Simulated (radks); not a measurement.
# Valence configurations of Re

Aim: which of several valence configurations of Re lies lowest at this level, and whether it is the one NIST lists ([Xe] 4f14 5d5 6s2).

Method: scalar-relativistic Kohn-Sham, SCAN, spin-unpolarised, spherical densities, finite nucleus. Code: radks (a radial shooting solver on a logarithmic mesh, Libxc functionals) version 1.

## (1) Starting point

```
element            : rhenium (Z = 75)
charge             : 0
electrons          : 75
configuration      : [Xe] 4f14 5d5 6s2
nuclear rms radius : 5.3698 fm
others tried       : 4f14 5d3 6s2 6p2; 4f14 5d4 6s2 6p1; 4f14 5d5 6s1 6p1; 4f12 5d3 6s2 6p4; 4f14 5d6 6s1; 4f12 5d5 6s2 6p2; 4f13 5d5 6s2 6p1; 4f12 5d7 6s2; 4f14 5d4 6s1 6p2
```

The outer shells:

Re
```
[Xe] core
4f [↑↓][↑↓][↑↓][↑↓][↑↓][↑↓][↑↓]
5d [↑ ][↑ ][↑ ][↑ ][↑ ]
6s [↑↓]
```

## (2) [Xe] 4f14 5d5 6s2

Input:

```text
Z 75
configuration [Xe] 4f14 5d5 6s2
relativity scalar-relativistic
functional scan,scan
spin unpolarised
nucleus finite rms 5.3698 fm
c 137.035999084
```

## (3) [Xe] 4f14 5d3 6s2 6p2

Settings, as their differences from step 2:

```diff
@@ -1,3 +1,3 @@
 Z 75
-configuration [Xe] 4f14 5d5 6s2
+configuration [Xe] 4f14 5d3 6s2 6p2
 relativity scalar-relativistic
```

## (4) [Xe] 4f14 5d4 6s2 6p1

Input:

```text
Z 75
configuration [Xe] 4f14 5d4 6s2 6p1
relativity scalar-relativistic
functional scan,scan
spin unpolarised
nucleus finite rms 5.3698 fm
c 137.035999084
```

## (5) [Xe] 4f14 5d5 6s1 6p1

Input:

```text
Z 75
configuration [Xe] 4f14 5d5 6s1 6p1
relativity scalar-relativistic
functional scan,scan
spin unpolarised
nucleus finite rms 5.3698 fm
c 137.035999084
```

## (6) [Xe] 4f12 5d3 6s2 6p4

Input:

```text
Z 75
configuration [Xe] 4f12 5d3 6s2 6p4
relativity scalar-relativistic
functional scan,scan
spin unpolarised
nucleus finite rms 5.3698 fm
c 137.035999084
```

## (7) [Xe] 4f14 5d6 6s1

Input:

```text
Z 75
configuration [Xe] 4f14 5d6 6s1
relativity scalar-relativistic
functional scan,scan
spin unpolarised
nucleus finite rms 5.3698 fm
c 137.035999084
```

## (8) [Xe] 4f12 5d5 6s2 6p2

Settings, as their differences from step 7:

```diff
@@ -1,3 +1,3 @@
 Z 75
-configuration [Xe] 4f14 5d6 6s1
+configuration [Xe] 4f12 5d5 6s2 6p2
 relativity scalar-relativistic
```

## (9) [Xe] 4f13 5d5 6s2 6p1

Input:

```text
Z 75
configuration [Xe] 4f13 5d5 6s2 6p1
relativity scalar-relativistic
functional scan,scan
spin unpolarised
nucleus finite rms 5.3698 fm
c 137.035999084
```

## (10) [Xe] 4f12 5d7 6s2

Input:

```text
Z 75
configuration [Xe] 4f12 5d7 6s2
relativity scalar-relativistic
functional scan,scan
spin unpolarised
nucleus finite rms 5.3698 fm
c 137.035999084
```

## (11) [Xe] 4f14 5d4 6s1 6p2

Settings, as their differences from step 10:

```diff
@@ -1,3 +1,3 @@
 Z 75
-configuration [Xe] 4f12 5d7 6s2
+configuration [Xe] 4f14 5d4 6s1 6p2
 relativity scalar-relativistic
```

Before running it: what results should come out? Wanted: for each run, valence; E − E(NIST configuration); highest level; its energy; 1s shift.

The runs gave:

```
         valence  E − E(NIST configuration) (eV)  highest level  its energy (eV)  1s shift (eV)
    4f14 5d5 6s2                           0.000             5d           -5.386          +0.00
    4f14 5d6 6s1                           1.404             5d           -4.010          +2.16
4f14 5d4 6s2 6p1                           5.252             6p           -2.340          -4.33
4f14 5d5 6s1 6p1                           5.446             6p           -2.052          -1.80
4f14 5d4 6s1 6p2                          11.264             6p           -3.129          -5.92
4f14 5d3 6s2 6p2                          12.585             6p           -3.328          -8.87
4f13 5d5 6s2 6p1                          48.329             6p           -2.358         -14.84
    4f12 5d7 6s2                          92.505             6s           -6.647         -21.01
4f12 5d5 6s2 6p2                          110.22             6p           -3.416         -30.81
4f12 5d3 6s2 6p4                          137.84             6p           -5.308         -40.86
```

**Reading.** Theory agrees with NIST among these: the next, 4f14 5d6 6s1, lies 1.404 eV higher. The energies are those of spherical spin-averaged densities, not of single terms. The 1s eigenvalue shifts by up to 40.86 eV as the valence charge is rearranged.
